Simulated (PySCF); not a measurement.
# C7H8FN: the cost of one run

Programs: PySCF 2.14.0, with routines of our own; each step states its level. All values are computed. Atoms count from 0.

## Step 1: The system as given

17 atoms, charge 0, multiplicity 1; geometry from: GFN2-xTB.

## Step 2: Magnetic properties: GIAO BHandHLYP/pcSseg-1

The job: settings as JSON, then the geometry in Å.

```
{"job": {"kind": "mag", "xc": "BHandHLYP", "basis": "pcSseg-1", "isotopologues": 0}, "charge": 0, "multiplicity": 1}
C     -1.945539    -1.377693     0.282414
C     -1.408639    -0.313763    -0.281218
C     -0.132798     0.332264     0.194605
C      0.906765     0.171154    -0.872540
C      2.002568    -0.576444    -0.744361
C      2.316263    -1.283560     0.432828
N      2.584257    -1.858924     1.388549
C     -0.368895     1.820726     0.488088
F     -0.747519     2.490278    -0.647785
H     -1.493810    -1.860806     1.133424
H     -2.859168    -1.811734    -0.085684
H     -1.866753     0.159904    -1.138587
H      0.202766    -0.143825     1.121109
H      0.712362     0.694272    -1.798824
H      2.720150    -0.680026    -1.547483
H     -1.175360     1.948814     1.216664
H      0.546352     2.301394     0.848893
```

Level: GIAO BHandHLYP/pcSseg-1 magnetisability, rotational g tensor and spin-rotation constants, non-relativistic, gas phase.

On the command line:

```
OMP_NUM_THREADS=1 python excited_run.py task.json out
```

One launch serves the whole session: the jobs run in the order shown.

Q: Estimate the wall time and peak memory of this first job on 1 thread of Arm Neoverse V1, shared host.

About 33 s, with a peak of 0.89 GiB.
